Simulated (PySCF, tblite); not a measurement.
# Si₃N₃H₉, a fragment of a glass network (3-ring): NMR shifts, core binding energies and electronic excitations, part 2 of 2

tblite 0.8.0 and PySCF 2.14.0. Atoms count from 0, parts from 1. The steps go on from the part before.

### Step 6. Ultraviolet spectrum: CAM-B3LYP/def2-SVPD

Job settings and geometry (Å):

```
{"job": {"kind": "uv", "xc": "CAM-B3LYP", "basis": "def2-SVPD", "nstates": 6, "ntriplets": 2, "ip": true}, "charge": 0, "multiplicity": 1}
N     -1.205246    -1.109756    -0.547525
Si    -1.703753     0.457493     0.042360
N     -0.442264     1.639212    -0.210394
Si     1.196952     1.270950     0.223195
N      1.162699    -0.416507     0.666813
Si     0.345335    -1.750090    -0.106464
H     -1.681721    -1.481381    -1.362563
H     -2.907105     0.888844    -0.729979
H     -2.039274     0.366839     1.492630
H     -0.631021     2.407432    -0.845782
H      1.730069     1.997231     1.418887
H      2.089128     1.609203    -0.932669
H      1.685980    -0.654040     1.504344
H      0.331022    -2.856109     0.902316
H      1.007642    -2.283840    -1.340272
```

With the program's defaults for keys left out, this is: TDDFT CAM-B3LYP/def2-SVPD, vertical, gas phase, core orbitals frozen in the response.

The program printed:

```text
coarse grid: 13640 points
cycle   1  E = -1037.6451219891  dE =  5.098e-01  |g| = 6.660e-01  |ddm| = 5.184e+00
cycle   2  E = -1037.6170746833  dE =  2.805e-02  |g| = 7.617e-01  |ddm| = 1.698e+00
cycle   3  E = -1037.7422658056  dE = -1.252e-01  |g| = 4.912e-02  |ddm| = 8.962e-01
cycle   4  E = -1037.7429615050  dE = -6.957e-04  |g| = 1.290e-02  |ddm| = 1.135e-01
cycle   5  E = -1037.7430082260  dE = -4.672e-05  |g| = 3.873e-03  |ddm| = 3.915e-02
cycle   6  E = -1037.7430114821  dE = -3.256e-06  |g| = 1.520e-03  |ddm| = 6.811e-03
final grid: 117104 points
cycle   7  E = -1037.8686288423  dE = -1.117e-05  |g| = 3.755e-03  |ddm| = 4.882e-02
cycle   8  E = -1037.8686272889  dE =  1.553e-06  |g| = 4.708e-03  |ddm| = 1.056e-02
cycle   9  E = -1037.8686320145  dE = -4.726e-06  |g| = 1.035e-04  |ddm| = 5.030e-03
cycle  10  E = -1037.8686320178  dE = -3.251e-09  |g| = 9.607e-05  |ddm| = 5.624e-04
cycle  11  E = -1037.8686320199  dE = -2.129e-09  |g| = 1.660e-05  |ddm| = 1.227e-04
cycle  12  E = -1037.8686320200  dE = -8.413e-11  |g| = 4.990e-06  |ddm| = 4.521e-05
converged SCF energy = -1037.8686320200

Static polarisability (au): isotropic 94.520, principal 84.031 99.539 99.991

Singlet excitations
state   eV       nm        f      main configurations
  1   6.5440    189.5   0.01837   H->L 0.38, H->L+1 0.31, H-1->L+2 0.14
  2   6.5626    188.9   0.01644   H-1->L 0.64, H-1->L+1 0.14
  3   6.6579    186.2   0.00758   H->L+2 0.51, H-1->L+1 0.23
  4   6.7088    184.8   0.00572   H->L 0.41, H->L+1 0.33
  5   7.2780    170.4   0.00069   H-1->L+2 0.44, H->L+1 0.13, H->L+5 0.12
  6   7.3267    169.2   0.02158   H-2->L 0.42, H->L+2 0.12

Triplet excitations (Tamm-Dancoff, eV): 6.2329 6.2739
Vertical ionisation energy (delta-SCF) = 9.2567 eV
```

Run time: 3.2 min. Hardware: 1 thread of Intel Xeon Platinum 8488C, shared host; peak memory 1.1 GiB.

Frontier orbitals and where they lie:

```tsv
orbital	eV	atoms
HOMO−3	-10.79	Si1 29 %, H7 29 %, N0 10 %
HOMO−2	-9.51	N4 32 %, N0 17 %, N2 15 %
HOMO−1	-8.73	N4 25 %, N0 12 %, N2 11 %
HOMO	-8.60	N2 34 %, N0 31 %, Si3 7 %
LUMO	0.97	Si5 20 %, Si3 20 %, Si1 12 %
LUMO+1	1.26	Si1 15 %, Si3 14 %, Si5 11 %
LUMO+2	1.35	Si5 15 %, Si3 13 %, H6 11 %
```

With each of the 6 states as a Gaussian band of 0.4 eV half-width at 1/e, the curve within the window shown has maxima at 188 nm (ε 1,900) L/(mol cm). Beyond the last state computed it falls off for lack of states. The curve at chosen wavelengths:

nm, ε (L/mol/cm) and a bar:
```
      163        514 ######
      165        696 #########
      167        850 ############
      169        953 #############
      170        984 ##############
      172       1015 ##############
      174       1034 ###############
      176       1081 ################
      178       1182 #################
      180       1341 ####################
      181       1437 ######################
      183       1636 #########################
      185       1810 ############################
      187       1918 ##############################
      189       1932 ##############################
      191       1848 #############################
      192       1773 ###########################
      194       1570 ########################
      196       1325 ####################
      198       1068 ###############
      200        823 ###########
      202        609 ########
      203        516 ######
      205        361 ###
      207        243 #
      209        159
```

Further results of this job:

```tsv
property	computed
dipole moment (D)	0.74
polarisability (Å³)	14.01
HOMO–LUMO gap (eV)	9.57
−ε(HOMO) (eV)	8.60
```

### Step 7. Summary of results

This closing draws on all 2 parts.

```
                                                     quantity                                                     value
                         rotational constants (main isotopes)                                      2.34, 2.05, 1.20 GHz
                        1H shifts against TMS (PBE0/pcSseg-1)  5.42, 5.39, 5.30, 5.26, 5.25, 4.74, 0.84, 0.71, 0.66 ppm
                       15N shifts against NH3 (PBE0/pcSseg-1)                                      41.3, 40.8, 31.1 ppm
                      29Si shifts against TMS (PBE0/pcSseg-1)                                   -32.8, -33.0, -38.8 ppm
                             N1s binding energies, SCAN/pcX-2                        N4 404.14, N0 403.91, N2 403.91 eV
Si2p binding energies, SCAN/pcX-2 (standing for 2 of 3 atoms)                                 Si3 107.27, Si1 107.20 eV
                         lowest singlet (CAM-B3LYP/def2-SVPD)                               6.54 eV (189 nm), f = 0.018
                     brightest single state of those computed                               state 6, 7.33 eV, f = 0.022
                                               lowest triplet                                                   6.23 eV
                            vertical ionisation energy (ΔSCF)                                                   9.26 eV
```

In words: The start of the PBE0/def2-SVP relaxation was shaken at random by about 0.01 Å, so part of the energy gained, and of the first lengths quoted, undoes that. Relaxing lowered the energy by 0.351 eV in 17 steps; the close pair that moved most is Si3–H11, from 1.450 to 1.499 Å (PBE0/def2-SVP). At SCAN/pcX-2: N4 (nitrogen bonded to 2 Si, H, in a 6-membered ring) binds its N1s electron 0.23 eV more tightly than N2 (nitrogen bonded to 2 Si, H, in a 6-membered ring). At SCAN/pcX-2: the Si2p levels computed lie within 0.06 eV of one another, too close to rank. Only 2 of the 3 Si atoms are covered by sound results. The lowest singlet, at 6.54 eV, is HOMO→LUMO 0.38, HOMO→LUMO+1 0.31 and is weak; of the 6 states computed, the strongest absorption comes from states 1 to 2 together at 6.54 eV. The lowest triplet lies 0.31 eV below the lowest singlet (triplets in Tamm-Dancoff, singlets in full TDDFT). The orbital energy would give 8.60 eV for ionisation, ΔSCF gives 9.26 eV. A capped cluster stands for the solid here, so long-range fields and strain are missing, and bands or shifts of the capping hydrogens have no counterpart in it.
